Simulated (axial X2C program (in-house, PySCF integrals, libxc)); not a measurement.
# A two-component session on NiCl: properties at the nuclei

Wanted for NiCl: properties at the nuclei, at the two-component level.

Method: two-component X2C with atomic mean-field terms, Ni dyall-cv3z, Cl dyall-av3z; program: an in-house X2C program for linear molecules on PySCF integrals.

All values are calculated.

## 1. The job

The input, task.json:

```json
{
 "zs": [
  28,
  17
 ],
 "q": 0,
 "bas": [
  "dyall-cv3z",
  "dyall-av3z"
 ],
 "r0": 2.09,
 "levels": [
  "PBE0",
  "HF",
  "BP86",
  "BHandHLYP",
  "r2SCAN"
 ],
 "nst": 3
}
```

Keys: zs atomic numbers; q charge; bas basis sets; r0 starting distance in Å; levels methods (HF also brings MP2); nst determinants followed.

Run with:

```
python soeom.py task.json out
```

After this run come: Expectation values, lowest determinant; Expectation values, a higher determinant; Expectation values, a higher determinant.

**Question.** What will these runs give? Wanted: lowest determinant; Eeff magnitude; Ws magnitude Ni; A∥/gI Ni; qzz Ni; higher determinant (for each run or level that gives them).

As calculated:

| quantity | value |
| --- | --- |
| lowest determinant | Ω = 3/2 (excess of +ω over −ω: ω = 3/2) |
| Eeff magnitude (GV/cm), PBE0 | 0.133 |
| Ws magnitude Ni (kHz), PBE0 | 0.0217 |
| A∥/gI Ni (MHz), PBE0 | 401 |
| qzz Ni (a.u.), PBE0 | 1.60 |
| higher determinant | Ω = 1/2 (excess of +ω over −ω: ω = 1/2) |
| Eeff magnitude (GV/cm), PBE0, higher determinant | 0.271 |
| Ws magnitude Ni (kHz), PBE0, higher determinant | 0.162 |
| A∥/gI Ni (MHz), PBE0, higher determinant | 897 |
| qzz Ni (a.u.), PBE0, higher determinant | 2.69 |
| higher determinant | Ω = 5/2 (excess of +ω over −ω: ω = 5/2) |
| Eeff magnitude (GV/cm), PBE0, higher determinant | 0.192 |
| Ws magnitude Ni (kHz), PBE0, higher determinant | 0.0253 |
| A∥/gI Ni (MHz), PBE0, higher determinant | 374 |
| qzz Ni (a.u.), PBE0, higher determinant | -2.73 |

**Reading.** In the first state, the effective field runs from 0.067 to 0.151 GV/cm over the mean-field levels, so the levels don't agree on it. The expectation values come from single determinants, which for open shells can mix terms of unlike spin or miss the lowest Ω, so a determinant need not be a state. Eeff is the effective electric field on the electron dipole moment in this Ω state and Ws the scalar–pseudoscalar constant (defined with the proton number Z and per Ω); A∥ is the parallel hyperfine constant, which follows by multiplying with the nuclear g factor gI = μI/(I μN); qzz is the electric field gradient, eQq0 = 234.96 MHz × Q/barn × qzz; μ is positive if Cl is the positive end. The operators were transformed with the bare-nucleus X2C matrices. A second determinant lies within 0.1 eV of the first, so their order is not settled at this level.
